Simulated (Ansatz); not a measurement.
## C3H7FSi, SMILES C=C([SiH3])CF: vertical spin-state energies, step by step

With Ansatz's Python interface.

Notebook, run cell by cell (the value of a cell's last expression is shown):

In [1]:
```python
import ansatz as az
```

In [2]:
```python
GEOMETRY = """
C    -1.01920    0.43040    1.15850
C    -0.22300    0.13850    0.15600
Si    0.86970   -1.33430    0.22900
C    -0.02070    0.94190   -1.12130
F    -0.93880    1.99400   -1.14070
H    -1.71000    1.36520    1.05800
H    -1.12800   -0.09560    2.07010
H     0.63520   -2.22850   -0.89490
H     0.72060   -2.03910    1.57010
H     2.31280   -0.88410    0.14550
H    -0.35930    0.32140   -1.96960
H     0.93760    1.33500   -1.22680
"""
```

In [3]:
```python
molecule = az.Crystal.molecule()
for line in GEOMETRY.strip().splitlines():
    symbol, *xyz = line.split()
    molecule = molecule.atom(symbol, [float(v) for v in xyz])
```

In [4]:
```python
setup = (
    molecule.calculation()
    .basis(gaussian="6-31G*")
    .functional("pbe", dispersion="d3bj")
)
found = {}
for unpaired in [0, 2]:
    rep = setup.spin("collinear", total=unpaired).run(threads=1).report
    s = unpaired / 2
    found[unpaired] = rep["free_energy_ev"]
    print(f"2S+1 = {unpaired + 1}: E = {found[unpaired]:.5f} eV, <S^2> = {abs(rep['mean_field']['state']['spin_squared']):.3f} (pure state {s * (s + 1):.2f})")
lowest = min(found, key=found.get)
for unpaired, e in found.items():
    print(f"multiplicity {unpaired + 1}: {23.060548 * (e - found[lowest]):.1f} kcal/mol above the lowest")
```
```text
2S+1 = 1: E = -13806.52419 eV, <S^2> = 0.000 (pure state 0.00)
2S+1 = 3: E = -13801.98068 eV, <S^2> = 2.006 (pure state 2.00)
multiplicity 1: 0.0 kcal/mol above the lowest
multiplicity 3: 104.8 kcal/mol above the lowest
```

In order: multiplicity 1 (+0.00 eV) and multiplicity 3 (+4.54 eV), all at the one geometry.

Total energies depend on the basis set; only differences at equal settings carry meaning. The geometry is a force-field or estimated start, not a minimum of this method, and the basis set is short of its limit. All parts are taken at fixed geometry, without zero-point energy. It ran for 6.9 s on 1 thread of AMD EPYC 9R14 (Zen 4) (shared host), peak memory 0.22 GiB.

(Lines on the test bed's own set-up are left out of the output.)
